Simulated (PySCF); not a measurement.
# TiSCl2: relaxation and vibrations of the singlet

Where does singlet TiSCl2 go from a trigonal planar start, is the end point a minimum, and what are its modes, charges and moments?

Method: PBE, basis Ti def2-SVP, S def2-SVP, Cl def2-SVP, no relativity, density fitting; program: PySCF 2.14.0.

## (1) Where the work starts

4 atoms, charge 0, spin multiplicity 1.

Bond lengths: Ti1–S2 2.110 Å, Ti1–Cl3 2.350 Å, Ti1–Cl4 2.350 Å. Angles: S2–Ti1–Cl3 120.0°, S2–Ti1–Cl4 120.0°, Cl3–Ti1–Cl4 120.0°.

```xyz
4
charge 0 multiplicity 1
Ti   -0.0491   -0.0851    0.0000
S    -1.1041   -1.9123    0.0000
Cl    2.3009   -0.0851    0.0000
Cl   -1.2241    1.9501    0.0000
```

## (2) Trigonal planar start, singlet: relaxation

One driver script runs all steps and calls PySCF; scf.py shows how it sets up the SCF of each step. The optimiser is the driver's own. Before each start the driver seeks the lowest SCF state from one or more starting densities and follows internal instabilities, so scf.py alone need not reach the same state.

The program finds C2v symmetry in the start, which this walk keeps. Threshold on the gradient: 0.0003 Eh/bohr, with a further test on the energy change.

scf.py

```python
from pyscf import gto, scf, dft
mol = gto.M(atom='''
Ti    -0.049106    -0.085050    -0.000000
S     -1.104131    -1.912336    -0.000000
Cl     2.300912    -0.085080     0.000000
Cl    -1.224072     1.950149     0.000000''',
    basis={'Ti': 'def2-SVP', 'S': 'def2-SVP', 'Cl': 'def2-SVP'},
    charge=0, spin=0)
mf = dft.RKS(mol, xc='PBE')
mf.grids.atom_grid = (50, 194)
aux = {'Ti': 'def2-universal-JKFIT', 'S': 'def2-universal-JKFIT', 'Cl': 'def2-universal-JKFIT'}
mf = mf.density_fit(auxbasis=aux)
mf.kernel()
```

Steps of the walk:

```csv
step,energy (Eh),change (kJ/mol),largest symmetric gradient (Eh/bohr)
0,-2166.937974,0.00,0.03162
1,-2166.946288,-21.83,0.01764
2,-2166.948878,-28.63,0.00576
3,-2166.949143,-29.33,0.00163
4,-2166.949198,-29.47,0.00067
5,-2166.949243,-29.59,0.00033
6,-2166.949244,-29.59,0.00005
```

The walk ran for 7 s (4 threads, shared host).

Geometry (Å) and forces (eV/Å) at some steps:

```
step 0
Ti  -0.049  -0.085   0.000   0.294   0.530   0.000
S   -1.104  -1.912   0.000   0.622   1.078   0.000
Cl   2.301  -0.085   0.000  -1.623  -0.135   0.000
Cl  -1.224   1.950   0.000   0.706  -1.474   0.000
step 1
Ti  -0.038  -0.066   0.000   0.351   0.616   0.000
S   -1.075  -1.862   0.000   0.189   0.327   0.000
Cl   2.238  -0.096   0.000  -0.906  -0.107   0.000
Cl  -1.202   1.891   0.000   0.367  -0.837   0.000
step 3
Ti  -0.017  -0.030   0.000   0.041   0.088   0.000
S   -1.048  -1.816   0.000   0.001   0.003   0.000
Cl   2.190  -0.122   0.000  -0.004  -0.054   0.000
Cl  -1.201   1.836   0.000  -0.038  -0.037   0.000
step 6
Ti  -0.006  -0.010   0.000  -0.008   0.001   0.000
S   -1.036  -1.795   0.000   0.001   0.003   0.000
Cl   2.199  -0.154   0.000   0.004   0.001   0.000
Cl  -1.233   1.827   0.000   0.002  -0.005   0.000
```

It settles in C2v symmetry, 29.6 kJ/mol below the start, after 6 steps: Ti–Cl 2.210 Å (×2), Ti–S 2.061 Å; Cl–Ti–Cl 127.5°, Cl–Ti–S 116.3° (×2).

## (3) Vibrations and properties at this point

The point is checked on the finer grid, and tightened if its gradient asks for it. The Hessian and the dipole derivatives come from central differences of analytic gradients, with steps of 0.01 bohr.

Changes to scf.py since step 2:

```diff
@@ -3,4 +3,4 @@
-Ti    -0.049106    -0.085050    -0.000000
-S     -1.104131    -1.912336    -0.000000
-Cl     2.300912    -0.085080     0.000000
-Cl    -1.224072     1.950149     0.000000''',
+Ti    -0.008330    -0.014427     0.000000
+S     -1.038685    -1.798985     0.000000
+Cl     2.196731    -0.158576     0.000000
+Cl    -1.235635     1.823179    -0.000000''',
@@ -10 +10 @@
-mf.grids.atom_grid = (50, 194)
+mf.grids.atom_grid = (75, 302)
```

This SCF starts from the last density.

SCF at the final geometry:

```text
init E= -2166.94936703344
  HOMO = -0.243489670425438  LUMO = -0.180351930007497  gap/eV = 1.71807
cycle= 1 E= -2166.94936700524  delta_E= 2.82e-08  |g|= 0.000317  |ddm|= 0.000296
  HOMO = -0.243458973068519  LUMO = -0.180451187592615  gap/eV = 1.71453
cycle= 2 E= -2166.94936516546  delta_E= 1.84e-06  |g|= 0.00261  |ddm|= 0.00213
  HOMO = -0.243475889675389  LUMO = -0.180353543230718  gap/eV = 1.71765
cycle= 3 E= -2166.9493670278  delta_E= -1.86e-06  |g|= 0.000129  |ddm|= 0.00185
  HOMO = -0.243483699302502  LUMO = -0.180360364984399  gap/eV = 1.71767
cycle= 4 E= -2166.94936703413  delta_E= -6.33e-09  |g|= 5.3e-06  |ddm|= 0.000167
  HOMO = -0.243483574516423  LUMO = -0.180360273615495  gap/eV = 1.71767
cycle= 5 E= -2166.94936703414  delta_E= -1.82e-11  |g|= 4.76e-07  |ddm|= 7.32e-06
  HOMO = -0.243483604883144  LUMO = -0.180360120620676  gap/eV = 1.71768
Extra cycle  E= -2166.94936703414  delta_E= 5.91e-12  |g|= 3.78e-06  |ddm|= 3.02e-06
converged SCF energy = -2166.94936703414
```

The whole step took 18 s.

Geometry: C2v; Ti–Cl 2.210 Å (×2), Ti–S 2.061 Å; Cl–Ti–Cl 127.5°, Cl–Ti–S 116.3° (×2).

Harmonic modes (main isotopes):

```tsv
symmetry	ω (cm⁻¹)	IR (km/mol)	type
b1	51i	40.1	bend
a1	112	0.6	bend
b2	114	0.0	bend
a1	368	14.9	stretch
b2	500	119	stretch
a1	613	88.5	stretch
```

With 1 mode imaginary (up to 51i cm⁻¹) this point is a saddle.

Constants and moments:

```yaml
Dipole_moment: 0.93 D
Highest_occupied_level: -6.63 eV
Lowest_empty_level: -4.91 eV
Rotational_constants: 0.08322, 0.06138, 0.03532 cm⁻¹
Zero-point_energy_real_modes: 10.2 kJ/mol
Principal_polarisabilities: 33.6, 76.3, 82.6 bohr³
Atomisation_energy_without_zero-point_energy: 1482 kJ/mol
Principal_traceless_quadrupole_moments_about_the_centre_of_mass: -5.14, -4.07, 9.21 D Å
```

Charges (e) and bond orders:

```json
{"atom": "Ti1", "Mulliken": "0.59", "Löwdin": "-0.17", "polar tensor": "1.56", "Mayer order to Ti1": "–"}
{"atom": "S2", "Mulliken": "-0.19", "Löwdin": "0.10", "polar tensor": "-0.50", "Mayer order to Ti1": "2.44"}
{"atom": "Cl3,4", "Mulliken": "-0.20", "Löwdin": "0.04", "polar tensor": "-0.53", "Mayer order to Ti1": "1.29"}
```

Outer orbital energies (eV). occupied: -9.13, -8.59, -8.52, -8.42, -8.20, -7.38, -7.21, -6.63; empty: -4.91, -4.50, -3.86, -2.83.

Mulliken populations on Ti1: s 6.25, p 12.62, d 2.51, f 0.03.

## (4) Following the imaginary mode

The atoms are moved a little along the softest imaginary mode and relaxed again.

The program finds Cs symmetry in the start, which this walk keeps.

Changes to scf.py since step 3:

```diff
@@ -3,4 +3,4 @@
-Ti    -0.008330    -0.014427     0.000000
-S     -1.038685    -1.798985     0.000000
-Cl     2.196731    -0.158576     0.000000
-Cl    -1.235635     1.823179    -0.000000''',
+Ti    -0.008331    -0.014429    -0.250000
+S     -1.038686    -1.798987     0.120647
+Cl     2.196731    -0.158577     0.116241
+Cl    -1.235636     1.823177     0.116241''',
@@ -10 +10 @@
-mf.grids.atom_grid = (75, 302)
+mf.grids.atom_grid = (50, 194)
```

Steps of the walk:

```csv
step,energy (Eh),change (kJ/mol),largest symmetric gradient (Eh/bohr)
0,-2166.948667,0.00,0.01427
1,-2166.949742,-2.82,0.00392
2,-2166.949881,-3.19,0.00108
3,-2166.949901,-3.24,0.00059
4,-2166.949923,-3.30,0.00091
5,-2166.949926,-3.30,0.00050
6,-2166.949927,-3.31,0.00010
```

The walk took 7.7 s.

Positions (Å) and forces (eV/Å) along the way, with the part that breaks the symmetry left in:

```
step 0
Ti  -0.008  -0.014  -0.250  -0.236  -0.423   0.330
S   -1.039  -1.799   0.121   0.418   0.737  -0.166
Cl   2.197  -0.159   0.116  -0.493   0.069  -0.083
Cl  -1.236   1.823   0.116   0.311  -0.384  -0.081
step 1
Ti  -0.012  -0.021  -0.228  -0.007  -0.039   0.071
S   -1.031  -1.786   0.113   0.083   0.161  -0.028
Cl   2.179  -0.153   0.109  -0.207   0.030  -0.024
Cl  -1.221   1.810   0.109   0.131  -0.152  -0.018
step 3
Ti  -0.014  -0.025  -0.245   0.021  -0.001  -0.025
S   -1.027  -1.779   0.118  -0.025  -0.026   0.009
Cl   2.160  -0.144   0.115  -0.007   0.013   0.007
Cl  -1.204   1.798   0.115   0.011   0.015   0.010
step 6
Ti  -0.018  -0.032  -0.275   0.018  -0.007   0.000
S   -1.028  -1.781   0.126  -0.009  -0.002  -0.001
Cl   2.148  -0.131   0.126  -0.007   0.001   0.002
Cl  -1.188   1.795   0.126  -0.003   0.008  -0.002
```

End point (Cs, 6 steps, 3.3 kJ/mol gained): Ti–Cl 2.205 Å (×2), Ti–S 2.059 Å; Cl–Ti–Cl 121.7°, Cl–Ti–S 114.1° (×2).

## (5) Is it a minimum? Harmonic modes

As before: finer grid, then central differences.

Changes to scf.py since step 4:

```diff
@@ -3,4 +3,4 @@
-Ti    -0.008331    -0.014429    -0.250000
-S     -1.038686    -1.798987     0.120647
-Cl     2.196731    -0.158577     0.116241
-Cl    -1.235636     1.823177     0.116241''',
+Ti    -0.018516    -0.032070    -0.293450
+S     -1.025782    -1.776638     0.135237
+Cl     2.141685    -0.124993     0.135207
+Cl    -1.179030     1.792297     0.135207''',
@@ -10 +10 @@
-mf.grids.atom_grid = (50, 194)
+mf.grids.atom_grid = (75, 302)
```

SCF at the final geometry:

```text
init E= -2166.94985023016
  HOMO = -0.240465489203828  LUMO = -0.174415773458886  gap/eV = 1.79730
cycle= 1 E= -2166.94985022806  delta_E= 2.1e-09  |g|= 8.95e-05  |ddm|= 7.18e-05
  HOMO = -0.240468726194121  LUMO = -0.174383742794467  gap/eV = 1.79826
cycle= 2 E= -2166.94985008075  delta_E= 1.47e-07  |g|= 0.000745  |ddm|= 0.000583
  HOMO = -0.240465703329058  LUMO = -0.174412336575691  gap/eV = 1.79740
cycle= 3 E= -2166.94985023013  delta_E= -1.49e-07  |g|= 1.5e-05  |ddm|= 0.000523
  HOMO = -0.240465872012881  LUMO = -0.174412351850066  gap/eV = 1.79741
cycle= 4 E= -2166.94985023019  delta_E= -6.46e-11  |g|= 1.77e-06  |ddm|= 2.12e-05
  HOMO = -0.240465678198382  LUMO = -0.17441222794447  gap/eV = 1.79741
Extra cycle  E= -2166.94985023021  delta_E= -1.64e-11  |g|= 3.24e-06  |ddm|= 5.9e-06
converged SCF energy = -2166.94985023021
```

The whole step took 25 s.

Geometry: Cs; Ti–Cl 2.204 Å (×2), Ti–S 2.060 Å; Cl–Ti–Cl 120.9°, Cl–Ti–S 113.8° (×2).

Modes, for the most abundant isotopes:

```csv
symmetry,ω (cm⁻¹),IR (km/mol),type
a',64,24.7,bend
a',122,2.9,bend
a'',132,0.0,bend
a',386,23.7,stretch
a'',492,114,stretch
a',610,85.2,stretch
```

No imaginary mode, so this is a minimum.

Constants and moments:

* Dipole moment: 2.44 D
* Highest occupied level: -6.54 eV
* Lowest empty level: -4.75 eV
* Rotational constants: 0.08206, 0.06408, 0.03693 cm⁻¹
* Zero-point energy: 10.8 kJ/mol
* Principal polarisabilities: 33.8, 74.1, 82.5 bohr³
* Atomisation energy without zero-point energy: 1483 kJ/mol
* Principal traceless quadrupole moments about the centre of mass: -4.83, -4.73, 9.56 D Å
* Entropy at 298.15 K and 1 bar: 342.7 J/(mol K)
* Heat capacity Cp at 298.15 K: 73.4 J/(mol K)
* Enthalpy at 298.15 K above 0 K: 17.48 kJ/mol
* Rotational symmetry number: 1

Populations by atom (charges in e):

| atom | Mulliken | Löwdin | polar tensor | Mayer order to Ti1 |
| --- | --- | --- | --- | --- |
| Ti1 | 0.57 | -0.18 | 1.51 | – |
| S2 | -0.19 | 0.10 | -0.49 | 2.44 |
| Cl3,4 | -0.19 | 0.04 | -0.51 | 1.30 |

Outer orbital energies (eV). occupied: -9.10, -8.52, -8.49, -8.36, -8.11, -7.35, -7.06, -6.54; empty: -4.75, -4.31, -3.74, -2.76.

Mulliken populations on Ti1: s 6.26, p 12.60, d 2.53, f 0.03.

## (6) Would spin polarisation lower it?

At the lowest minimum the closed shell is tested against spin polarisation, on the (50, 194) grid. It is stable.

## (7) All stationary points

| spin | group | bonds | imaginary modes (cm⁻¹) | ΔE (kJ/mol) | with zero-point energy |
| --- | --- | --- | --- | --- | --- |
| singlet | Cs | Ti–Cl 2.204 Å (×2), Ti–S 2.060 Å | none | 0.0 | 0.0 |
| singlet | C2v | Ti–Cl 2.210 Å (×2), Ti–S 2.061 Å | 51i | 1.3 | – |

## (8) Results

```
                                 quantity                                                                   value
                                  minimum                                                             singlet, Cs
                                 geometry  Ti–Cl 2.204 Å (×2), Ti–S 2.060 Å; Cl–Ti–Cl 120.9°, Cl–Ti–S 113.8° (×2)
                       wavenumbers (cm⁻¹)             64 (a'), 122 (a'), 132 (a''), 386 (a'), 492 (a''), 610 (a')
                            dipole moment                                                                  2.44 D
     highest occupied, lowest empty level                                                         -6.54, -4.75 eV
               polar-tensor charge of Ti1                                                                 +1.51 e
                        zero-point energy                                                             10.8 kJ/mol
                      entropy at 298.15 K                                                         342.7 J/(mol K)
atomisation energy (no zero-point energy)                                                             1483 kJ/mol
```

From C2v at the start the molecule goes to a Cs minimum, after a stop at a saddle point 1.3 kJ/mol higher, from which it was pushed off along an imaginary mode. The strongest infrared band lies at 492 cm⁻¹ (a'', stretch). Only this shape and spin were tried, so other structures or states may lie lower. Take wavenumbers under 90 cm⁻¹ as rough.

The search up to here ran for 66 s (4 threads, shared host).
